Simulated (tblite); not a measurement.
# C28H38O6: the cost of one run

Computed with tblite 0.8.0 and PySCF 2.14.0 and routines of our own; the level stands in each step. Atoms count from 0.

## 1. The system as given

72 atoms, charge 0, multiplicity 1; geometry from: force field, distance geometry or constructed start.

## 2. Geometry optimisation with GFN2-xTB

Job settings and geometry (Å):

```
{"job": {"kind": "relax", "xc": "GFN2-xTB", "basis": "xTB"}, "charge": 0, "multiplicity": 1}
C     -1.072900    -3.299500    -0.987000
C     -0.660600    -2.308800    -2.077000
C     -0.599800    -0.851200    -1.573800
C     -0.069700     0.126200    -2.664900
C      1.404000    -0.097300    -3.068100
C      1.787300     0.882300    -4.191500
C      2.376200     0.023900    -1.911100
C      2.469000     1.199400    -1.139000
C      3.361900     1.281400    -0.072700
C      4.174800     0.195600     0.220800
O      5.035100     0.265300     1.313000
C      6.304700     0.706300     0.982400
O      6.700800     1.021800    -0.124900
O      7.042600     0.731500     2.122500
C      8.424200     1.159800     2.106900
C      8.556400     2.617200     1.671500
C      9.284700     0.219300     1.250300
C      8.887200     1.037700     3.566800
C      4.097500    -0.983000    -0.509900
C      3.205800    -1.065200    -1.577100
C     -1.964900    -0.349700    -1.082300
C     -3.091600    -0.338900    -1.922700
C     -4.318400     0.123100    -1.445600
C     -4.430800     0.550300    -0.136000
O     -5.642100     1.059400     0.329500
C     -6.484300     0.074900     0.839200
O     -6.243100    -1.119000     0.903800
O     -7.618000     0.688900     1.251600
C     -8.698000    -0.077600     1.834800
C     -9.779800     0.962800     2.167800
C     -8.256900    -0.753200     3.139800
C     -9.278200    -1.083300     0.835800
C     -3.321900     0.575700     0.708300
C     -2.090100     0.114800     0.238600
H     -2.106900    -3.125000    -0.663000
H     -0.420600    -3.221200    -0.115700
H     -1.017900    -4.321800    -1.371500
H     -1.332800    -2.408100    -2.929700
H      0.335000    -2.622400    -2.420000
H      0.079100    -0.819100    -0.719700
H     -0.695000     0.036300    -3.554100
H     -0.189100     1.149400    -2.302200
H      1.498400    -1.099100    -3.507800
H      1.153300     0.737100    -5.067800
H      1.685700     1.928300    -3.869500
H      2.827000     0.730500    -4.507200
H      1.839200     2.054600    -1.368800
H      3.415100     2.194300     0.521900
H      9.581100     2.986100     1.809500
H      8.311100     2.749800     0.610100
H      7.872100     3.249800     2.235000
H      9.055200     0.307400     0.184300
H     10.351000     0.434600     1.367200
H      9.106200    -0.830600     1.520600
H      8.775500     0.013000     3.935200
H      8.272700     1.674200     4.221600
H      9.942200     1.331600     3.686100
H      4.729300    -1.826000    -0.262000
H      3.152800    -1.989400    -2.149900
H     -3.019600    -0.685000    -2.951400
H     -5.190300     0.131000    -2.106800
H     -9.390400     1.723400     2.850200
H    -10.662300     0.502600     2.620500
H    -10.096200     1.498600     1.260600
H     -7.766300    -0.030200     3.808900
H     -7.543400    -1.554700     2.964900
H     -9.111800    -1.189500     3.667400
H    -10.191800    -1.545900     1.223400
H     -8.577000    -1.898700     0.611200
H     -9.504700    -0.600300    -0.113600
H     -3.411000     0.937200     1.731600
H     -1.234100     0.122400     0.904400
```

The run is started by

```console
> OMP_NUM_THREADS=2 python large_run.py task.json out
```

One launch serves the whole session: the jobs run in the order shown.

**Question.** How long does this first job take on 2 threads of Arm Neoverse N1, shared host, and how much memory does it need?

About 3.4 s, with a peak of 0.19 GiB.
